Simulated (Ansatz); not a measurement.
Cd2S: band structure with PBEsol

Cd2S:

```
Cd S
1.0
     3.96267    0.00000    0.00000
    -1.98134    3.43177    0.00000
     0.00000    0.00000    5.80919
Cd S
2 1
Cartesian
  0.0000 2.2878 5.4183
  1.9813 1.1439 3.3620
  0.0000 2.2878 2.1245
```

The cell comes from a database or a generator and needn't be the stable form of this composition.

```
Program                             : Ansatz 0.2.0
Task                                : band structure
Functional                          : PBEsol
Potentials or basis                 : Ansatz PAW
Cutoff                              : 420 eV (not typed: the program's choice for these potentials)
k mesh                              : 8 × 8 × 5
Occupations                         : fermi-dirac, width 0.05 eV
Spin                                : spin-orbit coupling, no magnetisation
Path                                : [["G", "M", "K", "G", "A", "L", "H", "A"], ["L", "M"], ["K", "H"]]
Points for each segment of the path : 14
```

| Quantity | Value |
| --- | --- |
| Pressure | -3.1 GPa |
| Largest force | 0.144 eV/Å |
| Band gap along the path | none (metal or under the smearing width) |

Forces on the atoms (eV/Å):
```
Cd   0.000  0.000  0.029
Cd   0.000  0.000 -0.144
S    0.000  0.000  0.114
```

Stress tensor (GPa, compression positive):
```
-2.79  0.00  0.00
 0.00 -2.79  0.00
 0.00  0.00 -3.65
```

Levels at the corners of the path, in eV from the Fermi level:
```
point  band 42  band 43  band 44  band 45  band 46  band 47  band 48  band 49  band 50  band 51
    Γ    -3.79    -0.81    -0.81    -0.76    -0.76     3.02     3.02     4.86     4.86     6.52
    M    -3.09    -1.67    -1.67    -1.35    -1.35     0.47     0.47     3.02     3.02     4.55
    K    -3.05    -2.87    -2.87    -0.53    -0.49     0.70     0.79     2.34     2.46     3.94
    Γ    -3.79    -0.81    -0.81    -0.76    -0.76     3.02     3.02     4.86     4.86     6.52
    A    -0.74    -0.68    -0.68    -0.29    -0.29     1.00     1.00     4.56     4.56     6.08
    L    -3.81    -1.46    -1.46    -1.08    -1.08     1.49     1.49     3.21     3.21     4.33
    H    -3.42    -2.68    -2.65    -0.48    -0.39     0.94     1.03     1.97     1.98     4.95
    A    -0.74    -0.68    -0.68    -0.29    -0.29     1.00     1.00     4.56     4.56     6.08
    L    -3.81    -1.46    -1.46    -1.08    -1.08     1.49     1.49     3.21     3.21     4.33
    M    -3.09    -1.67    -1.67    -1.35    -1.35     0.47     0.47     3.02     3.02     4.55
    K    -3.05    -2.87    -2.87    -0.53    -0.49     0.70     0.79     2.34     2.46     3.94
    H    -3.42    -2.68    -2.65    -0.48    -0.39     0.94     1.03     1.97     1.98     4.95
```

Wall time 75 s on 2 threads of Intel(R) Xeon(R) Processor @ 2.50GHz (Skylake/Cascade Lake), on a shared host, peak memory 0.9 GiB.

Caveat: the PAW data sets come from PBE, with cores solved anew for the run's functional, which leaves a small shift of forces and pressure.
